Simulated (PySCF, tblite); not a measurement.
# C₆H₈BFO: geometry, infrared bands and NMR shifts

Wanted: the infrared bands and NMR shifts of C₆H₈BFO (`CCc1ccoc1BF`), by calculation.

Computed with tblite 0.8.0 and PySCF 2.14.0, with density-fitted response routines of our own, on a single molecule in the gas phase. Atoms count from 0, in the outputs and in this text.

**1. The molecule as given**

17 atoms, charge 0, multiplicity 1; geometry from: force field or distance geometry start.

Bonds of the start (Å): C0–C1 1.52, C1–C2 1.52, C2–C3 1.37, C3–C4 1.39, C4–O5 1.31, O5–C6 1.31, C6–B7 1.57, B7–F8 1.44, C6–C2 1.38, C0–H9 1.12, C0–H10 1.11, C0–H11 1.11, C1–H12 1.10, C1–H13 1.10, C3–H14 1.08, C4–H15 1.08, B7–H16 1.18.

**2. Optimising the geometry with GFN2-xTB**

Job settings and geometry (Å):

```
{"job": {"kind": "relax", "xc": "GFN2-xTB", "basis": "xTB"}, "charge": 0, "multiplicity": 1}
C     -2.112300    -0.178600     0.246100
C     -1.121200     0.162200    -0.860000
C      0.284700    -0.222900    -0.427600
C      0.902800    -1.410400    -0.708700
C      2.130200    -1.348200    -0.066700
O      2.244100    -0.194400     0.543700
C      1.153600     0.508300     0.356100
B      0.931800     1.934000     0.972400
F      1.958600     2.536000     1.780200
H     -3.146500     0.102000    -0.082800
H     -1.886700     0.387400     1.171900
H     -2.106800    -1.267900     0.468700
H     -1.393800    -0.393800    -1.765000
H     -1.157100     1.242600    -1.082900
H      0.510500    -2.238200    -1.274000
H      2.888300    -2.115300    -0.068100
H     -0.087200     2.509400     0.786800
```

Started as:

```
$ OMP_NUM_THREADS=1 python probes_run.py task.json out
```

This one command runs all jobs of the session in turn.

**Question.** This job is followed by: GFN2-xTB harmonic vibrations, gas phase; GIAO PBE0/pcSseg-1 NMR shielding, non-relativistic, gas phase. Predict these results of the whole session: strongest single infrared mode (GFN2-xTB); zero-point energy (GFN2-xTB); ¹³C shifts against TMS (PBE0/pcSseg-1); ¹H shifts against TMS (PBE0/pcSseg-1, means over atoms taken as alike); ¹⁷O shifts against H2O (PBE0/pcSseg-1); ¹¹B shifts against BF3·OEt2 (PBE0/pcSseg-1); ¹⁹F shifts against CFCl3 (PBE0/pcSseg-1); surface potential, 1st and 99th percentile.

**Answer**, as computed:

| quantity | value |
| --- | --- |
| strongest single infrared mode (GFN2-xTB) | 1300 cm⁻¹, 452 km/mol |
| zero-point energy (GFN2-xTB) | 81.2 kcal/mol |
| ¹³C shifts against TMS (PBE0/pcSseg-1) | 163.4, 159.2, 155.3, 119.6, 24.0, 24.0 ppm |
| ¹H shifts against TMS (PBE0/pcSseg-1, means over atoms taken as alike) | 7.73, 6.60, 5.38, 2.89, 1.31 ppm |
| ¹⁷O shifts against H2O (PBE0/pcSseg-1) | 318.6 ppm |
| ¹¹B shifts against BF3·OEt2 (PBE0/pcSseg-1) | 37.6 ppm |
| ¹⁹F shifts against CFCl3 (PBE0/pcSseg-1) | -56.7 ppm |
| surface potential, 1st and 99th percentile | -1.14 V and 1.22 V |

**Reading.** Over 35 steps the energy fell by 0.440 eV; of the close pairs, B7–F8 changed most, 1.438 to 1.321 Å. No mode is imaginary among the 45: a minimum at this level. The strongest single mode, at 1300 cm⁻¹, has its largest shares on B7, C2, C6 and H12 (the list is cut at 4 atoms). GFN2-xTB is a fitted tight-binding method: band positions and strengths are rough. Its intensities can rank the bands wrongly. At PBE0/pcSseg-1: The largest span, 479 ppm, is at F8, where the paramagnetic term is -236 ppm. NICS(1)zz of -26 ppm above the planar ring from C2 marks a diatropic (aromatic) ring current. At PBE0/pcSseg-1, counted by nearest atom on the grid, the HOMO lies on C6 37 %; C4 23 %, the LUMO on B7 30 %; C2, C4 about 14 % each.
